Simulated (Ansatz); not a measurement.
# Migration of Li in Si, part 2 of 3

How high is the barrier in Si when interstitial Li hops to an equivalent place? Supercell of 16 sites with charge +1; relaxed ends, then a climbing-image band.

Ansatz 0.2.0; DFT PBE, scalar-relativistic, plane waves, PAW. The steps go on from the part before.

## (5) Relaxing the first end

The supercell's rows are 0 -2 2; 0 0 2; -2 0 2 in vectors of the relaxed cell. Atom 17 is the Li that will move.

Input file input.yaml:

```yaml
crystal:
  lattice:
    - [0.0, 5.4700937548, -5.4700937548]
    - [5.4700937548, 5.4700937548, 0.0]
    - [5.4700937548, 0.0, -5.4700937548]
  atoms:
    - { symbol: Si, position: [0.125, 0.125, 0.125] }
    - { symbol: Si, position: [0.125, 0.625, 0.125] }
    - { symbol: Si, position: [0.625, 0.125, 0.125] }
    - { symbol: Si, position: [0.625, 0.625, 0.125] }
    - { symbol: Si, position: [0.125, 0.125, 0.625] }
    - { symbol: Si, position: [0.125, 0.625, 0.625] }
    - { symbol: Si, position: [0.625, 0.125, 0.625] }
    - { symbol: Si, position: [0.625, 0.625, 0.625] }
    - { symbol: Si, position: [0.25, 0.75, 0.25] }
    - { symbol: Si, position: [0.25, 0.25, 0.25] }
    - { symbol: Si, position: [0.75, 0.75, 0.25] }
    - { symbol: Si, position: [0.75, 0.25, 0.25] }
    - { symbol: Si, position: [0.25, 0.75, 0.75] }
    - { symbol: Si, position: [0.25, 0.25, 0.75] }
    - { symbol: Si, position: [0.75, 0.75, 0.75] }
    - { symbol: Si, position: [0.75, 0.25, 0.75] }
    - { symbol: Li, position: [-0.0160091094, 0.0091947857, 0.0155291153] }
total_charge: 1
basis:
  ecutwfc: 420
  xc_grid: 2
kpoints:
  mp_grid: { grid: [2, 2, 2], shift: [0.0, 0.0, 0.0] }
hamiltonian:
  xc: pbe
scf:
  occupations: { method: gaussian, width: 0.02 }
output:
  forces: true
  stress: false
  eigenvalues: true
  write_density: true
  write_potential: true
  elf: true
  volumetric_format: npy
relax:
  adjacent_minimum: "off"
  f_tol: 0.02
  max_steps: 60
```

Command:

```console
ansatz run input.yaml --threads 8 --pin off --max-ram 20480MiB --backend cpu --events-out ev --progress --plain --runs-dir out
```

What it wrote:

```text
Warning: RAYON_NUM_THREADS=8 ignored (pool sized by the plan → 8); use --threads N
Engine: ansatz 0.2.0, x86_64-unknown-linux-gnu
Pseudopotentials: kind: paw
Pseudopotential: Si, paw, valence charge 4, recommended cutoff 420 eV (normal), Si.paw.azcp
Pseudopotential: Li, paw, valence charge 3, recommended cutoff 420 eV (normal), Li.paw.azcp
Functional definition: PBE
  parameter kappa = 0.804
  parameter beta = 0.06672455060314922
  exchange = pbe_x(kappa = kappa, mu = beta*pi^2/3)
  correlation = pbe_c(beta = beta)
Crystal: 17 atoms, lattice volume = 327.351 Å³
Basis set: ecut = 420 eV, 6375 PW (Γ), exchange–correlation on 108×108×108 points (8 copies of the dense FFT grid, shifted against one another)
Bands: 50, of which v1, the nominal top of the filled ones, is band 33 counted from 1 (32 counted from 0)
Symmetry: 1 space group operations
Space group: P1 (ITA 1), of the structure as read, at distance tolerance 6.9e-5 Å
k-points: 8
Non-local potential: Si, projectors of the file, l = 0: 2, l = 1: 2, l = 2: 2
Non-local potential: Li, projectors of the file, l = 0: 3, l = 1: 2, l = 2: 1
PAW form: soft (Blöchl's): semilocal exchange-correlation on the pseudo side does not see the compensation charge
PAW one-centre angular grid: Si, 110 points (default); XC on 64 Gauss nodes
PAW one-centre angular grid: Li, 110 points (default); XC on 64 Gauss nodes
Initial density: superposition of atomic densities (neutral atoms scaled as one to the charged cell's electrons: chi_scale 0, normalization atom), corrected by the library's trained network
Initial wavefunctions: pseudopotential atomic-orbital guess
Functional: x = pbe(κ = 0.804, μ = 0.2195149727645171), c = pbe(β = 0.06672455060314922)
SCF iter   1: F=—  HF=-10382.681523 eV  |F-HF|=—  |Δ(HF+E_count)|=         —  Δρ=4.42e-3  dr2=1.48e-1  ethr=1.77e-3  ⟨swp⟩=10.6  Hψ=2373  notcnv=0  defer=8
preconditioner: auto → Resta (q_TF=auto, 2.089 Å⁻¹)  ε∞=5.3  [insulator: Δε(μ)=0.685 eV  Ē_g=7.916 eV  σ=0.020 eV  W_gap=1.00  n_scr=58 (ndim 8)  ℏωp=16.4 eV  f_vac=0.000  D(μ)=0.00/eV (n_scr^D=0)  ε∞_Penn≈5.3]
SCF iter   2: F=—  HF=-10382.651598 eV  |F-HF|=—  |Δ(HF+E_count)|=   2.99e-2  Δρ=2.52e-3  dr2=4.07e-2  ethr=2.24e-4  ⟨swp⟩=2.0  Hψ=507  notcnv=0  defer=58
SCF iter   3: F=—  HF=-10382.642465 eV  |F-HF|=—  |Δ(HF+E_count)|=   9.13e-3  Δρ=4.90e-4  dr2=1.42e-3  ethr=6.17e-5  ⟨swp⟩=2.5  Hψ=567  notcnv=0  defer=70
SCF iter   4: F=—  HF=-10382.643101 eV  |F-HF|=—  |Δ(HF+E_count)|=   6.36e-4  Δρ=1.48e-4  dr2=8.65e-5  ethr=2.15e-6  ⟨swp⟩=2.1  Hψ=582  notcnv=0  defer=70
SCF iter   5: F=—  HF=-10382.643253 eV  |F-HF|=—  |Δ(HF+E_count)|=   1.52e-4  Δρ=3.24e-5  dr2=3.57e-6  ethr=1.52e-8  ⟨swp⟩=20.4  Hψ=3924  notcnv=0
SCF iter   6: F=-10382.643263 eV  HF=-10382.643263 eV  |F-HF|=8.61e-8  |Δ(HF+E_count)|=   9.71e-6  Δρ=4.44e-6  dr2=9.04e-8  ethr=5.42e-9  ⟨swp⟩=9.5  Hψ=2789  notcnv=0
SCF 1 converged in 6 iterations: F = -10382.643263 eV  dr2 = 9.04e-8
relax step   1: F+E_penalty+E_count = -10382.64326280 eV  Δ(F+E_penalty+E_count) = +0.000e0 eV  max|allowed force component| = 7.682e-1 eV/Å  Δτ_max = 0.0000 Å  (6 SCF iters, dr2 threshold 1.00e-5 eV, accepted)
Initial density: handed on by an earlier stage of this run
Initial wavefunctions: those handed on with the density
iter 1 solved again at ethr=7.45e-5 eV; its pass at ethr=3.10e-3 eV (dr2=4.92e-2 eV) is discarded
SCF iter   1: F=—  HF=-10382.789898 eV  |F-HF|=—  |Δ(HF+E_count)|=         —  Δρ=2.67e-3  dr2=5.37e-2  ethr=7.45e-5  ⟨swp⟩=2.6  Hψ=1278  notcnv=0  defer=70
preconditioner: auto → Resta (q_TF=auto, 2.089 Å⁻¹)  ε∞=5.3  [insulator: Δε(μ)=0.676 eV  Ē_g=7.912 eV  σ=0.020 eV  W_gap=1.00  n_scr=58 (ndim 8)  ℏωp=16.4 eV  f_vac=0.000  D(μ)=0.00/eV (n_scr^D=0)  ε∞_Penn≈5.3]
SCF iter   2: F=—  HF=-10382.779246 eV  |F-HF|=—  |Δ(HF+E_count)|=   1.07e-2  Δρ=1.21e-3  dr2=6.43e-3  ethr=7.45e-5  ⟨swp⟩=2.9  Hψ=571  notcnv=0  defer=70
SCF iter   3: F=—  HF=-10382.778188 eV  |F-HF|=—  |Δ(HF+E_count)|=   1.06e-3  Δρ=3.00e-4  dr2=2.61e-4  ethr=9.74e-6  ⟨swp⟩=2.0  Hψ=537  notcnv=0  defer=70
SCF iter   4: F=-10382.778222 eV  HF=-10382.778218 eV  |F-HF|=3.61e-6  |Δ(HF+E_count)|=   3.07e-5  Δρ=4.70e-5  dr2=7.68e-6  ethr=5.59e-8  ⟨swp⟩=20.4  Hψ=4064  notcnv=0
SCF 2 converged in 4 iterations: F = -10382.778222 eV  dr2 = 7.68e-6
relax step   2: F+E_penalty+E_count = -10382.77822209 eV  Δ(F+E_penalty+E_count) = -1.350e-1 eV  max|allowed force component| = 2.823e-1 eV/Å  Δτ_max = 0.0486 Å  (4 SCF iters, dr2 threshold 3.69e-5 eV, accepted)
SCF iter   1: F=—  HF=-10382.795847 eV  |F-HF|=—  |Δ(HF+E_count)|=         —  Δρ=1.34e-3  dr2=1.27e-2  ethr=2.40e-4  ⟨swp⟩=3.0  Hψ=917  notcnv=0  defer=70
preconditioner: auto → Resta (q_TF=auto, 2.089 Å⁻¹)  ε∞=5.3  [insulator: Δε(μ)=0.674 eV  Ē_g=7.906 eV  σ=0.020 eV  W_gap=1.00  n_scr=58 (ndim 8)  ℏωp=16.4 eV  f_vac=0.000  D(μ)=0.00/eV (n_scr^D=0)  ε∞_Penn≈5.3]
SCF iter   2: F=—  HF=-10382.793156 eV  |F-HF|=—  |Δ(HF+E_count)|=   2.69e-3  Δρ=6.47e-4  dr2=2.39e-3  ethr=1.93e-5  ⟨swp⟩=1.0  Hψ=464  notcnv=0  defer=70
SCF iter   3: F=—  HF=-10382.792540 eV  |F-HF|=—  |Δ(HF+E_count)|=   6.16e-4  Δρ=1.26e-4  dr2=6.81e-5  ethr=3.62e-6  ⟨swp⟩=2.1  Hψ=550  notcnv=0  defer=70
SCF iter   4: F=-10382.792531 eV  HF=-10382.792531 eV  |F-HF|=2.04e-7  |Δ(HF+E_count)|=   9.58e-6  Δρ=2.79e-5  dr2=3.90e-6  ethr=7.55e-9  ⟨swp⟩=19.9  Hψ=4007  notcnv=0
SCF 3 converged in 4 iterations: F = -10382.792531 eV  dr2 = 3.90e-6
relax step   3: F+E_penalty+E_count = -10382.79253056 eV  Δ(F+E_penalty+E_count) = -1.431e-2 eV  max|allowed force component| = 5.574e-2 eV/Å  Δτ_max = 0.0543 Å  (4 SCF iters, dr2 threshold 4.98e-6 eV, accepted)
SCF iter   1: F=—  HF=-10382.794424 eV  |F-HF|=—  |Δ(HF+E_count)|=         —  Δρ=7.09e-4  dr2=2.01e-3  ethr=7.14e-5  ⟨swp⟩=3.0  Hψ=924  notcnv=0  defer=70
preconditioner: auto → Resta (q_TF=auto, 2.089 Å⁻¹)  ε∞=5.3  [insulator: Δε(μ)=0.681 eV  Ē_g=7.905 eV  σ=0.020 eV  W_gap=1.00  n_scr=58 (ndim 8)  ℏωp=16.4 eV  f_vac=0.000  D(μ)=0.00/eV (n_scr^D=0)  ε∞_Penn≈5.3]
SCF iter   2: F=—  HF=-10382.794146 eV  |F-HF|=—  |Δ(HF+E_count)|=   2.78e-4  Δρ=3.95e-4  dr2=5.85e-4  ethr=3.04e-6  ⟨swp⟩=1.0  Hψ=464  notcnv=0  defer=70
SCF iter   3: F=—  HF=-10382.794046 eV  |F-HF|=—  |Δ(HF+E_count)|=   1.01e-4  Δρ=4.24e-5  dr2=7.30e-6  ethr=8.87e-7  ⟨swp⟩=2.0  Hψ=500  notcnv=0  defer=70
SCF iter   4: F=—  HF=-10382.794003 eV  |F-HF|=—  |Δ(HF+E_count)|=   4.28e-5  Δρ=7.64e-6  dr2=3.20e-7  ethr=1.11e-8  ⟨swp⟩=2.2  Hψ=578  notcnv=0  defer=70
SCF iter   5: F=-10382.794003 eV  HF=-10382.794003 eV  |F-HF|=8.25e-9  |Δ(HF+E_count)|=   1.25e-7  Δρ=2.19e-6  dr2=2.46e-8  ethr=1.52e-10  ⟨swp⟩=18.6  Hψ=3157  notcnv=0
SCF 4 converged in 5 iterations: F = -10382.794003 eV  dr2 = 2.46e-8
relax step   4: F+E_penalty+E_count = -10382.79400294 eV  Δ(F+E_penalty+E_count) = -1.472e-3 eV  max|allowed force component| = 2.470e-3 eV/Å  Δτ_max = 0.0276 Å  (5 SCF iters, accepted)
SCF converged after 5 iterations
Free energy (F): -10382.794003 eV
Harris-Foulkes:  -10382.794003 eV  (|F-HF|=8.25e-9)
Internal energy: -10382.794003 eV  (E = F + TS)
E sigma→0 (E₀):  -10382.794003 eV
Fermi energy:    6.580026 eV
--- Per-component energies (eV) ---
  E_band       = -1.619258
  E_kinetic    = 661.555573
  E_local      = -568.315907  (includes V_loc(G=0)·N_el)
  E_nonlocal   = 377.113240
  E_hartree    = 165.948920
  E_xc         = -885.226706
  E_vxc        = -750.996105  (∫ρ·V_xc dr)
  E_paw        = -8225.941310  (= ΣΔE_a)
  E_vpaw       = -52.874375  (= ΣTr[D̂ρ^β])
  E_aug_tail   = 0.000112  (compensation charges beyond the density's cutoff)
  E_ewald      = -1907.927926
  E_smearing   = -0.000000  (= −TS)
  E_closure    = 0.000000  (closes the sum)
  E_deformation_potential = 12.800236  (in the stress; not in F)
  Σ components = -10382.794003   (vs F -10382.794003, Δ=0.00e0)
--- Forces (eV/Å), atoms counted from 1 ---
  atom   1  Si     0.00085062     0.00015646    -0.00028142
  atom   2  Si    -0.00024931    -0.00084865    -0.00073844
  atom   3  Si     0.00085405    -0.00040024     0.00026150
  atom   4  Si     0.00059487    -0.00046555    -0.00043275
  atom   5  Si    -0.00039336     0.00076107     0.00086412
  atom   6  Si     0.00026422    -0.00016135     0.00009086
  atom   7  Si     0.00050393     0.00026669     0.00030463
  atom   8  Si     0.00014220    -0.00006575     0.00000562
  atom   9  Si     0.00026786    -0.00027881     0.00014984
  atom  10  Si    -0.00220981     0.00063486    -0.00001884
  atom  11  Si     0.00021717     0.00003185    -0.00021928
  atom  12  Si     0.00017671    -0.00006525    -0.00008302
  atom  13  Si     0.00041227    -0.00003439     0.00011519
  atom  14  Si     0.00018190    -0.00025622     0.00026036
  atom  15  Si     0.00070419    -0.00018434     0.00001579
  atom  16  Si     0.00012198     0.00018651    -0.00013387
  atom  17  Li    -0.00247216     0.00073260    -0.00016445
  max |Σ_I F_I| component: 3.27e-5 eV/Å
--- Band table (eV; the first three rows and the last of 8) ---
  k-point 0: bands = ["-40.1513", "-5.5817", "-3.3853", "-3.3216", "-3.3216", "-3.3216", "-1.6045", "-1.5559", "-1.5558", "-1.5558", "-1.4583", "-1.4583", "-0.6446", "-0.6213", "-0.6212", "-0.6211", "3.1986", "3.1986", "3.1987", "3.5102", "3.5103", "3.5104", "4.9508", "4.9508", "4.9509", "5.0647", "5.0647", "5.1268", "5.1269", "5.1271", "6.2379", "6.2381", "6.2383", "6.9219", "6.9219", "6.9220", "6.9938", "6.9938", "7.1063", "7.6620", "7.6620", "7.6620", "7.7415", "8.5415", "8.5421", "8.5427", "9.2961", "9.2964", "9.2967", "9.3792"]
  k-point 1: bands = ["-40.1513", "-4.8689", "-4.7428", "-3.0680", "-3.0210", "-3.0208", "-2.8567", "-2.8301", "-2.8299", "-0.3332", "-0.1259", "-0.1258", "-0.0223", "-0.0161", "-0.0158", "2.2045", "2.3561", "2.6466", "2.6739", "2.6742", "2.8205", "2.8208", "2.8606", "3.8175", "3.8176", "4.1064", "4.1065", "4.1205", "4.1704", "5.4360", "5.4362", "5.5244", "5.5245", "7.4510", "7.6597", "7.6597", "7.8309", "7.8516", "7.8518", "8.1701", "8.2340", "9.3927", "9.3931", "9.7943", "9.7945", "10.4176", "10.6124", "10.6129", "10.6472", "10.6906"]
  k-point 2: bands = ["-40.1513", "-4.8690", "-4.7428", "-3.0680", "-3.0210", "-3.0208", "-2.8567", "-2.8301", "-2.8299", "-0.3334", "-0.1259", "-0.1257", "-0.0222", "-0.0163", "-0.0159", "2.2045", "2.3562", "2.6467", "2.6739", "2.6742", "2.8205", "2.8209", "2.8606", "3.8174", "3.8176", "4.1064", "4.1066", "4.1206", "4.1702", "5.4359", "5.4362", "5.5244", "5.5245", "7.4508", "7.6599", "7.6599", "7.8310", "7.8513", "7.8517", "8.1701", "8.2340", "9.3929", "9.3933", "9.7943", "9.7945", "10.4176", "10.6123", "10.6129", "10.6473", "10.6906"]
  k-point 7: bands = ["-40.1513", "-4.8690", "-4.7428", "-3.0679", "-3.0210", "-3.0208", "-2.8566", "-2.8302", "-2.8299", "-0.3339", "-0.1258", "-0.1255", "-0.0219", "-0.0165", "-0.0161", "2.2047", "2.3563", "2.6467", "2.6738", "2.6742", "2.8206", "2.8210", "2.8607", "3.8172", "3.8174", "4.1066", "4.1068", "4.1209", "4.1697", "5.4357", "5.4361", "5.5244", "5.5245", "7.4501", "7.6604", "7.6604", "7.8312", "7.8508", "7.8512", "8.1701", "8.2341", "9.3934", "9.3938", "9.7942", "9.7944", "10.4176", "10.6121", "10.6128", "10.6475", "10.6907"]
--- Relaxed structure (4 steps of the walk, 4 accepted, 0 SCFs on fresh bases) ---
  F+E_penalty+E_count = -10382.79400294 eV   max|allowed force component| = 2.470e-3 eV/Å
  atoms:
    - { symbol: Si, position: [0.12636380212173468, 0.12783220828861933, 0.12820194658957804] }
    - { symbol: Si, position: [0.12631409610748534, 0.6187880874372257, 0.12815838061824314] }
    - { symbol: Si, position: [0.6171232794085619, 0.12784962012368772, 0.12821866753182753] }
    - { symbol: Si, position: [0.6249448670649069, 0.6263623838257713, 0.1233356342667748] }
    - { symbol: Si, position: [0.12629744078917646, 0.1277695800321768, 0.6192107671649096] }
    - { symbol: Si, position: [0.12169157102872608, 0.6263209208101723, 0.6266766462617915] }
    - { symbol: Si, position: [0.6249371812193036, 0.12300726681759311, 0.6267069066493083] }
    - { symbol: Si, position: [0.6249108311582847, 0.6263304954720603, 0.6266857296978832] }
    - { symbol: Si, position: [0.2511629778974581, 0.7485191143037441, 0.2528928341392166] }
    - { symbol: Si, position: [0.24893141831149532, 0.2506128312058935, 0.25104034068305814] }
    - { symbol: Si, position: [0.7469927518272104, 0.7485297036468521, 0.2529023717715258] }
    - { symbol: Si, position: [0.7470242100683113, 0.2525812483338146, 0.252925287603965] }
    - { symbol: Si, position: [0.2511266314033795, 0.748478609683956, 0.7488688050429075] }
    - { symbol: Si, position: [0.25115466338284564, 0.2525367469189743, 0.7488954757687978] }
    - { symbol: Si, position: [0.7491638215530732, 0.7504807978781894, 0.7508096392132244] }
    - { symbol: Si, position: [0.7469814664373313, 0.2525469405894821, 0.7489055467197818] }
    - { symbol: Li, position: [-0.0011301191792836938, 0.0006482303317885778, 0.0010941355772077198] }
```

Run time: 5.1 s. Hardware: 8 threads of Intel Xeon Platinum 8259CL at 2.50GHz (Skylake/Cascade Lake), shared host; peak memory 1.1 GiB.

Relaxation path:

```tsv
step	energy from step 1 (eV/cell)	largest force component (eV/Å)
1	0.0000	0.7682
2	-0.1350	0.2823
3	-0.1493	0.0557
4	-0.1507	0.0025
```

Step 1 is the start.

Largest move: Li17, 0.13 Å.

The maps below use the cell's axes, with the origin moved to put the defect at the centre.

Density in a lattice plane of the grid's cell (edges 7.74 and 7.74 Å, at 0.488 of the third edge), which holds Li.

Ten even steps from '0' (0.02 e/Å³) to '9' (7.60 e/Å³):
```
000000000000000000000000
000000000000000000000000
000000000000000000000000
000000000000000000000000
000000000000000000000000
000000000000000000000000
000000000000000000000000
000000000000000000000000
000000000002200000000000
000000000003960000000000
000000000000461000000000
000000000000000000000000
000000000000000000000000
000000000000000000000000
000000000000000000000000
000000000000000000000000
000000000000000000000000
000000000000000000000000
000000000000000000000000
000000000000000000000000
```
Columns run along the first of these edges and rows up along the second, over one cell in 24 and 20 even steps from the bottom left corner. Atoms in the plane (fractional): Li at (0.51, 0.49).

ELF in the same plane.

Values, 12 rows by 12 columns:
```
0.03 0.03 0.06 0.18 0.20 0.07 0.03 0.03 0.06 0.18 0.20 0.07
0.23 0.30 0.22 0.15 0.13 0.14 0.20 0.30 0.25 0.15 0.13 0.14
0.44 0.71 0.71 0.45 0.20 0.18 0.41 0.69 0.73 0.49 0.19 0.16
0.27 0.74 0.90 0.77 0.37 0.10 0.31 0.73 0.90 0.78 0.34 0.07
0.04 0.38 0.76 0.79 0.48 0.03 0.08 0.38 0.77 0.79 0.45 0.06
0.01 0.05 0.29 0.50 0.40 0.07 0.97 0.19 0.35 0.51 0.33 0.06
0.03 0.03 0.06 0.17 0.22 0.08 0.20 0.22 0.06 0.21 0.18 0.06
0.22 0.30 0.23 0.15 0.13 0.17 0.26 0.26 0.27 0.18 0.13 0.14
0.42 0.70 0.73 0.47 0.18 0.15 0.41 0.71 0.73 0.47 0.18 0.16
0.26 0.73 0.90 0.78 0.33 0.07 0.25 0.71 0.89 0.76 0.31 0.07
0.04 0.37 0.77 0.80 0.45 0.06 0.05 0.37 0.78 0.80 0.44 0.06
0.01 0.04 0.30 0.52 0.35 0.06 0.01 0.05 0.31 0.54 0.36 0.06
```
Columns run along the first of these edges and rows up along the second, over one cell in 12 and 12 even steps from the bottom left corner. Atoms in the plane (fractional): Li at (0.51, 0.49).

Both are smooth fields of the valence electrons: close to the nuclei they are not physical.

The highest ELF values outside the cores: 0.96 on the Si–Si line, 1.2 Å from Si.

(Continued in part 3 of 3.)
